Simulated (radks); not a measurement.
# Valence configurations of Pb⁺

The task here is to estimate one member of a computed series from the others.

Method: scalar-relativistic Kohn-Sham, PBE, spin-unpolarised, spherical densities, point nucleus. Code: radks (a radial shooting solver on a logarithmic mesh, Libxc functionals) version 1.

## Starting point

| Property | Result |
| --- | --- |
| element | lead (Z = 82) |
| charge | +1 |
| electrons | 81 |
| configuration | [Hg] 6p1 |
| others tried | [Xe] 4f14 5d10 6p3; [Xe] 4f14 5d9.5 6s2 6p1.5; [Xe] 4f13.5 5d10 6s2 6p1.5; [Xe] 4f12 5d10 6s2 6p3; [Xe] 4f12.5 5d10 6s1.5 6p3; [Xe] 4f13 5d10 6s2 6p2; [Xe] 4f14 5d9 6s2 6p2; [Xe] 4f12.5 5d10 6s2 6p2.5; [Xe] 4f13.5 5d9 6s1.5 6p3 |

Outer shells as boxes (Hund's rule):

Pb⁺
```
[Hg] core
6p [↑ ][  ][  ]
```

Set-up of the first run:

The run's settings:

```text
Z 82
configuration [Hg] 6p1
relativity scalar-relativistic
functional pbe,pbe
spin unpolarised
nucleus point
c 137.035999084
```

Among the steps run: [Hg] 6p1.

One table of the session follows, with a row left open; its other results are not shown here.

It belongs to the step «[Hg] 6p1». Radial moments (bohr):

| level | <r> | outermost maximum (interpolated) | 90 % within | nodes |
| --- | --- | --- | --- | --- |
| 4p | 0.4100 | 0.382 | 0.594 | 2 |
| 4d | 0.4310 | 0.388 | 0.641 | 1 |
| 5s | ? | ? | ? | ? |
| 4f | 0.4539 | 0.350 | 0.720 | 0 |
| 5p | 0.9771 | 0.882 | 1.41 | 3 |
| 5d | 1.300 | 1.07 | 1.97 | 2 |
| 6s | 2.245 | 1.94 | 3.27 | 5 |
| 6p | 3.015 | 2.52 | 4.49 | 4 |

Estimate the missing values for 5s.

The run gave: <r>: 0.8535; outermost maximum (interpolated): 0.789; 90 % within: 1.22; nodes: 4. In the column «<r>» it lies between 4f (0.4539) and 5p (0.9771).
